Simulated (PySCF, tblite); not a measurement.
**C₂H₇OSSi radical: geometry, infrared bands and EPR parameters**

Wanted: the infrared bands and EPR parameters of C₂H₇OSSi radical (`[SiH3]OC[CH]S`), by calculation.

The runs use tblite 0.8.0 and PySCF 2.14.0, with density-fitted response routines of our own; the level of theory stands in each step. All values are computed, except where a source is named. Atoms are numbered from 0 throughout.

### Step 1. The molecule as given

12 atoms, charge 0, multiplicity 2; geometry from: force field or distance geometry start.

Bonds of the start (Å): Si0–O1 1.67, O1–C2 1.42, C2–C3 1.50, C3–S4 1.73, Si0–H5 1.48, Si0–H6 1.49, Si0–H7 1.48, C2–H8 1.10, C2–H9 1.09, C3–H10 1.09, S4–H11 1.34.

### Step 2. Optimising the geometry with GFN2-xTB

Job settings and geometry (Å):

```
{"job": {"kind": "relax", "xc": "GFN2-xTB", "basis": "xTB"}, "charge": 0, "multiplicity": 2}
Si     1.678200     1.069800     0.044300
O      0.124500     0.519300     0.320700
C     -0.220200    -0.758400    -0.197200
C     -1.643800    -1.096300     0.142900
S     -2.719800    -0.031400     0.977300
H      1.877800     1.166200    -1.421600
H      1.844300     2.406100     0.670600
H      2.648900     0.111900     0.614300
H     -0.134100    -0.753400    -1.293300
H      0.422500    -1.536600     0.209900
H     -2.025700    -2.074700    -0.153400
H     -1.851500     0.976900     1.147800
```

On the command line:

```
$ OMP_NUM_THREADS=1 python probes_run.py task.json out
```

This one command runs all jobs of the session in turn.

**Question.** This job is followed by: GFN2-xTB harmonic vibrations, gas phase; UKS B3LYP, pcH-1 on C H O S Si, non-relativistic, mean-field spin-orbit, GIAO. Predict these results of the whole session: strongest single infrared mode (GFN2-xTB); zero-point energy (GFN2-xTB); g(iso) (B3LYP); ⟨S²⟩; largest a(iso) (averaged by class); potential on the surface of density 0.002 e/bohr³, 1st and 99th percentile.

The runs gave:

| quantity | value |
| --- | --- |
| strongest single infrared mode (GFN2-xTB) | 839 cm⁻¹, 401 km/mol |
| zero-point energy (GFN2-xTB) | 49.1 kcal/mol |
| g(iso) (B3LYP) | 2.00473 |
| ⟨S²⟩ | 0.754 (exact 0.75) |
| largest a(iso) (averaged by class) | 13C on C3, 128.1 MHz |
| potential on the surface of density 0.002 e/bohr³, 1st and 99th percentile | -0.87 V and 1.56 V |

Relaxing lowered the energy by 0.193 eV in 76 steps; the close pair that moved most is Si0–O1, from 1.671 to 1.623 Å. All 30 modes are real, so the xTB geometry is a minimum. The strongest single mode, at 839 cm⁻¹, is spread over several atoms, H5, H7, Si0, H6 among them. GFN2-xTB is a fitted tight-binding method: band positions and strengths are rough. Its intensities can rank the bands wrongly. C3 carries the largest spin population, 0.83 e. The isotropic g lies 2.4 ppt above the free-electron value.
